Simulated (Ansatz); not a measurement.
**CH₃NSiTe: up Jacob's ladder to CCSD(T)**

One table from this session's results is given with a row withheld; the runs are named, their logs left out.

Method: functionals in def2-TZVPP, the program's frozen cores in correlated methods; program: Ansatz 0.2.0, Gaussian basis.

Levels to be run: LDA (SPW92), PBE-D4, revPBE-D4, BLYP-D4, r2SCAN-D4, B97M-V, PBE0-D4, B3LYP-D4, r2SCANh-D4, r2SCAN0-D4, HSE06-D4, BHLYP-D4, CAM-B3LYP-D4, LC-ωPBE, ωB97X-V, ωB97M-V, B2PLYP, PBE-QIDH; CCSD(T)/def2-SVP; CCSD(T)/def2-TZVPP; MP2/def2-QZVPP; extrapolation to the limit; RPA on PBE.

### Structure used throughout

All runs share one geometry, relaxed beforehand with PBE0-D4 in a triple-zeta def2 set. Te takes the def2 core potential; no spin-orbit term is included.

SMILES `C1=N[SiH2][Te]1`, 7 atoms, charge 0, spin multiplicity 1.

Atoms are counted from 1 here; the program's logs count them from 0.

Bond lengths: C1–N2 1.265 Å, C1–Te4 2.175 Å, C1–H5 1.094 Å, N2–Si3 1.763 Å, Si3–Te4 2.509 Å, Si3–H6 1.482 Å, Si3–H7 1.482 Å. Angles: N2–C1–Te4 115.4°, N2–C1–H5 124.6°, Te4–C1–H5 120.0°, C1–N2–Si3 99.8°, N2–Si3–Te4 85.4°, N2–Si3–H6 112.9°, N2–Si3–H7 112.9°, Te4–Si3–H6 116.3°, Te4–Si3–H7 116.3°, H6–Si3–H7 110.8°, C1–Te4–Si3 59.4°.

The first run:

in.yaml reads:

```yaml
crystal:
  periodic: [false, false, false]
  atoms:
    - {symbol: C, position_ang: [-0.779129, -0.346312, -1.013499]}
    - {symbol: N, position_ang: [0.482817, -0.263038, -0.985963]}
    - {symbol: Si, position_ang: [0.714541, 0.232732, 0.690110]}
    - {symbol: Te, position_ang: [-1.787169, 0.130411, 0.853966]}
    - {symbol: H, position_ang: [-1.364194, -0.633940, -1.892558]}
    - {symbol: H, position_ang: [1.327221, 1.576434, 0.814466]}
    - {symbol: H, position_ang: [1.467115, -0.764287, 1.487578]}
basis:
  gaussian: {orbitals: def2-TZVPP}
hamiltonian: {xc: lda}
output: {orbitals: {seedname: orbitals}}
```

Among the steps run: LDA; PBE-D4 (GGA); revPBE-D4 (GGA); BLYP-D4 (GGA); r2SCAN-D4 (meta-GGA); B97M-V (meta-GGA); PBE0-D4 (hybrid); B3LYP-D4 (hybrid); r2SCANh-D4 (hybrid); r2SCAN0-D4 (hybrid); HSE06-D4 (hybrid); BHLYP-D4 (hybrid); CAM-B3LYP-D4 (range-separated); LC-ωPBE (range-separated); ωB97X-V (range-separated); ωB97M-V (range-separated); B2PLYP (double hybrid); PBE-QIDH (double hybrid).

One table of the session follows, with a row left open; its other results are not shown here.

It belongs to the step «Orbital energies across the functionals». 

| functional | HOMO (eV) | LUMO (eV) | gap (eV) |
| --- | --- | --- | --- |
| LDA (SPW92) | -5.73 | -2.61 | 3.12 |
| PBE-D4 | -5.56 | -2.42 | 3.14 |
| revPBE-D4 | -5.51 | -2.34 | 3.16 |
| BLYP-D4 | -5.38 | -2.32 | 3.06 |
| r2SCAN-D4 | -5.79 | -2.26 | 3.53 |
| B97M-V | -5.78 | -2.29 | 3.49 |
| PBE0-D4 | -6.54 | -1.64 | 4.90 |
| B3LYP-D4 | -6.32 | -1.86 | 4.46 |
| r2SCANh-D4 | -6.15 | -1.97 | 4.18 |
| r2SCAN0-D4 | -6.69 | -1.55 | 5.15 |
| HSE06-D4 | -6.15 | -2.01 | 4.14 |
| BHLYP-D4 | ? | ? | ? |
| CAM-B3LYP-D4 | -7.72 | -0.65 | 7.07 |
| LC-ωPBE | -9.00 | 0.44 | 9.44 |
| ωB97X-V | -8.68 | 0.35 | 9.03 |
| ωB97M-V | -8.57 | 0.17 | 8.74 |

Estimate the missing values for BHLYP-D4.

Worked estimate for «HOMO (eV)». Against the share of exact exchange, BLYP-D4 (0, -5.38), B3LYP-D4 (0.2, -6.32) give a slope of -4.70 per unit share; at 0.5 the line stands at -7.73.

**Answer.** HOMO (eV): -7.37; LUMO (eV): -0.80; gap (eV): 6.57. In «HOMO (eV)» the line misses by -0.36.
